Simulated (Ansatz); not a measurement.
# C2H7Al2Cl: up Jacob's ladder to CCSD(T)

The task here is to estimate one member of a computed series from the others.

Computed with Ansatz 0.2.0, Gaussian basis. Level: functionals in def2-TZVPP, the program's frozen cores in correlated methods.

Plan: PBE-D4, r2SCAN-D4, PBE0-D4, B3LYP-D4, ωB97X-V, ωB97M-V, B2PLYP; CCSD(T)/def2-TZVPP; MP2/def2-QZVPP; extrapolation to the limit.

### The relaxed structure

The geometry comes from an earlier relaxation with PBE0-D4 in a triple-zeta def2 set; it is a stationary point, not always the lowest conformer.

SMILES `[CH3][Al]([CH3])[AlH][Cl]`, 12 atoms, charge 0, spin multiplicity 1.

Atoms are counted from 1 here; the program's logs count them from 0.

Bond lengths: C1–Al2 1.956 Å, C1–H6 1.096 Å, C1–H7 1.092 Å, C1–H8 1.097 Å, Al2–C3 1.959 Å, Al2–Al4 2.610 Å, C3–H9 1.096 Å, C3–H10 1.093 Å, C3–H11 1.095 Å, Al4–Cl5 2.123 Å, Al4–H12 1.592 Å. Angles: Al2–C1–H6 110.6°, Al2–C1–H7 113.5°, Al2–C1–H8 110.2°, H6–C1–H7 108.1°, H6–C1–H8 106.2°, H7–C1–H8 107.9°, C1–Al2–C3 120.4°, C1–Al2–Al4 119.4°, C3–Al2–Al4 120.2°, Al2–C3–H9 110.4°, Al2–C3–H10 113.1°, Al2–C3–H11 111.4°, H9–C3–H10 107.7°, H9–C3–H11 105.9°, H10–C3–H11 108.1°, Al2–Al4–Cl5 116.0°, Al2–Al4–H12 131.2°, Cl5–Al4–H12 112.8°.

Set-up of the first run:

The input, in.yaml:

```yaml
crystal:
  periodic: [false, false, false]
  atoms:
    - {symbol: C, position_ang: [-1.790274, -0.081542, 0.731963]}
    - {symbol: Al, position_ang: [0.041886, -0.074006, 0.047387]}
    - {symbol: C, position_ang: [1.371333, -1.324095, 0.759443]}
    - {symbol: Al, position_ang: [0.703154, 1.625925, -1.818976]}
    - {symbol: Cl, position_ang: [-0.820764, 2.968345, -2.438361]}
    - {symbol: H, position_ang: [-1.795721, 0.045897, 1.820579]}
    - {symbol: H, position_ang: [-2.421529, 0.695611, 0.296247]}
    - {symbol: H, position_ang: [-2.264788, -1.050175, 0.534521]}
    - {symbol: H, position_ang: [2.173502, -0.779401, 1.271315]}
    - {symbol: H, position_ang: [0.949408, -2.038851, 1.470893]}
    - {symbol: H, position_ang: [1.857143, -1.889990, -0.042718]}
    - {symbol: H, position_ang: [2.073751, 1.847082, -2.598193]}
basis:
  gaussian: {orbitals: def2-TZVPP}
hamiltonian: {xc: pbe, dispersion: d4}
output: {forces: true, orbitals: {seedname: orbitals}}
```

The run is started by

```sh
$ ansatz run in.yaml --threads 4 --pin off --events-out ev --progress --plain --max-ram 10444MiB
```

Among the steps run: PBE-D4 (GGA); r2SCAN-D4 (meta-GGA); PBE0-D4 (hybrid); B3LYP-D4 (hybrid); ωB97X-V (range-separated); ωB97M-V (range-separated); B2PLYP (double hybrid); CCSD(T) in def2-TZVPP; MP2 in def2-QZVPP.

One table of the session follows, with a row left open; its other results are not shown here.

It belongs to the step «Atomisation energies». 

| method | atomisation energy (kJ/mol) |
| --- | --- |
| PBE-D4 | 4033.2 |
| r2SCAN-D4 | 4032.6 |
| PBE0-D4 | 4008.8 |
| B3LYP-D4 | 3994.8 |
| ωB97X-V | 4026.7 |
| ωB97M-V | 4017.3 |
| B2PLYP | 3958.3 |
| HF/def2-TZVPP | 3079.5 |
| MP2/def2-TZVPP | 3954.7 |
| CCSD/def2-TZVPP | 3878.3 |
| CCSD(T)/def2-TZVPP | 3923.8 |
| MP2/CBS | 4050.6 |
| CCSD(T)/CBS | ? |

**Question.** Estimate the row for CCSD(T)/CBS.

The run gave: atomisation energy (kJ/mol): 4019.6. In the column «atomisation energy (kJ/mol)» it lies between ωB97M-V (4017.3) and ωB97X-V (4026.7).
